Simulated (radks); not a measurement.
**Exchange and kinetic functionals tested on atomic densities: Sn³⁺, Ba, Mg²⁺, Ca²⁺, P³⁺, B⁴⁺**

Aim: take each self-consistent density and evaluate many functionals on it, against the exact exchange and kinetic energies of the same orbitals. Every spin shell is full or empty, so the densities are truly spherical.

The numbers are computed with radks (a radial shooting solver on a logarithmic mesh, Libxc functionals) version 1 (non-relativistic Kohn-Sham, exchange-only PBE, spin-polarised, spherical densities, point nucleus; open shells are filled with parallel spins first), except any that are marked as measured or tabulated.

## Step 1: The atom as given

| Item | Value |
| --- | --- |
| species | Sn³⁺ ([Kr] 4d10 5s1), Ba ([Xe] 6s2), Mg²⁺ ([Ne]), Ca²⁺ ([Ar]), P³⁺ ([Ne] 3s2), B⁴⁺ (1s1) |

## Step 2: Sn³⁺, [Kr] 4d10 5s1

Settings of this run:

```text
Z 50
configuration [Kr] 4d10 5s1
relativity non-relativistic
functional pbe,
spin polarised
nucleus point
```

## Step 3: Ba, [Xe] 6s2

Settings of this run:

```text
Z 56
configuration [Xe] 6s2
relativity non-relativistic
functional pbe,
spin polarised
nucleus point
```

## Step 4: Mg²⁺, [Ne]

Settings of this run:

```text
Z 12
configuration [Ne]
relativity non-relativistic
functional pbe,
spin polarised
nucleus point
```

## Step 5: Ca²⁺, [Ar]

Settings of this run:

```text
Z 20
configuration [Ar]
relativity non-relativistic
functional pbe,
spin polarised
nucleus point
```

## Step 6: P³⁺, [Ne] 3s2

Settings of this run:

```text
Z 15
configuration [Ne] 3s2
relativity non-relativistic
functional pbe,
spin polarised
nucleus point
```

## Step 7: B⁴⁺, 1s1

Settings of this run:

```text
Z 5
configuration 1s1
relativity non-relativistic
functional pbe,
spin polarised
nucleus point
```

Before running it: what results should come out? Wanted: for each run, error in magnitude; Sn³⁺; Ba; Mg²⁺; Ca²⁺; P³⁺; B⁴⁺.

The runs gave:

```csv
error in magnitude (%),Sn³⁺,Ba,Mg²⁺,Ca²⁺,P³⁺,B⁴⁺
"exchange, LDA",-4.88,-4.65,-8.66,-7.43,-8.25,-14.19
"exchange, PW86",-0.21,-0.23,+0.65,+0.36,+0.65,-0.26
"exchange, OPTX",+1.23,+1.33,+0.06,+0.15,+0.03,-0.54
"exchange, WC",-0.88,-0.82,-1.71,-1.48,-1.61,-3.97
"exchange, AM05",-4.54,-4.35,-7.39,-6.58,-7.15,-10.98
"exchange, B86b",-0.02,-0.01,+0.15,+0.03,+0.17,-1.05
"exchange, G96",+0.33,+0.36,+0.18,+0.10,+0.13,-0.34
"exchange, r2SCAN",-0.11,-0.14,+0.20,+0.01,+0.01,+0.05
"exchange, Tao-Mo",-0.82,-0.83,+0.10,-0.26,-0.03,+0.06
"kinetic, Thomas-Fermi",-5.29,-5.15,-7.93,-6.94,-7.44,-8.39
"kinetic, von Weizsacker",-58.42,-59.95,-33.38,-43.26,-37.47,+0.00
"kinetic, LC94",+0.07,+0.03,+0.08,+0.09,+0.18,+2.23
"kinetic, APBEK",+0.13,+0.08,+0.21,+0.21,+0.31,+2.07
"kinetic, Perdew 92",-0.66,-0.69,-0.51,-0.62,-0.48,+2.75
"kinetic, Pearson",-0.91,-0.92,-1.99,-1.40,-1.65,-2.35
"kinetic, LKT",+19.21,+18.34,+34.45,+28.00,+31.79,+62.55
"kinetic, DePristo-Kress",-0.09,-0.14,-0.02,+0.03,+0.06,+2.87
"kinetic, Ernzerhof",-0.39,-0.44,+0.32,-0.10,+0.18,+6.63
```

What this shows: Negative means that the magnitude is too small. For exchange the mean absolute error is least for r2SCAN (0.08 %) and largest for LDA (8.01 %). Among the orbital-free kinetic functionals LC94 (0.45 %) does best and von Weizsacker (38.75 %) worst. The functionals are evaluated on one density each, not self-consistently.
